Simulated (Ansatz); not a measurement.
**HfF₄: small, medium and large basis sets**

An exercise on one series of results from a longer session: the logs are not shown, and one member is left open.

Computed with Ansatz 0.2.0, Gaussian basis. Level: one geometry, several basis sets.

Levels to be run: PBE0-D4/def2-SVP; ωB97M-V/def2-SVP; PBE0-D4/def2-QZVPP; ωB97M-V/def2-QZVPP; the functionals' def2-TZVPP values are taken from earlier runs.

### The geometry

The geometry comes from an earlier relaxation with PBE0-D4 in a triple-zeta def2 set; it is a stationary point. Hf takes the def2 core potential; no spin-orbit term is included.

SMILES `[F][Hf]([F])([F])[F]`, 5 atoms, charge 0, spin multiplicity 1.

Atoms are counted from 1 here; the program's logs count them from 0.

Bond lengths: F1–Hf2 1.897 Å, Hf2–F3 1.897 Å, Hf2–F4 1.897 Å, Hf2–F5 1.897 Å. Angles: F1–Hf2–F3 109.5°, F1–Hf2–F4 109.5°, F1–Hf2–F5 109.5°, F3–Hf2–F4 109.5°, F3–Hf2–F5 109.5°, F4–Hf2–F5 109.5°.

The first run:

Contents of in.yaml:

```yaml
crystal:
  periodic: [false, false, false]
  atoms:
    - {symbol: F, position_ang: [-0.900927, -0.144063, 1.650673]}
    - {symbol: Hf, position_ang: [0.009998, -0.014732, -0.008281]}
    - {symbol: F, position_ang: [1.636923, -0.985750, 0.086339]}
    - {symbol: F, position_ang: [-1.077937, -0.735924, -1.384845]}
    - {symbol: F, position_ang: [0.381842, 1.806871, -0.385287]}
basis:
  gaussian: {orbitals: def2-SVP}
hamiltonian: {xc: pbe0, dispersion: d4}
output: {orbitals: {seedname: orbitals}}
```

On the command line:

```
$ ansatz run in.yaml --threads 4 --pin off --events-out ev --progress --plain --max-ram 10444MiB
```

Steps of the session up to this table: PBE0-D4 in def2-SVP; ωB97M-V in def2-SVP; PBE0-D4 in def2-QZVPP; ωB97M-V in def2-QZVPP.

One table of the session follows, with a row left open; its other results are not shown here.

It belongs to the step «Density functionals: the series». 

```
functional       basis  HOMO (eV)
   PBE0-D4    def2-SVP     -12.06
   PBE0-D4  def2-TZVPP     -12.17
   PBE0-D4  def2-QZVPP     -12.19
   ωB97M-V    def2-SVP          ?
   ωB97M-V  def2-TZVPP     -14.69
   ωB97M-V  def2-QZVPP     -14.72
```

Q: Estimate the row for ωB97M-V, def2-SVP from the others.

**Answer.** HOMO (eV): -14.56. In the column «HOMO (eV)» it lies between ωB97M-V, def2-TZVPP (-14.69) and PBE0-D4, def2-QZVPP (-12.19).
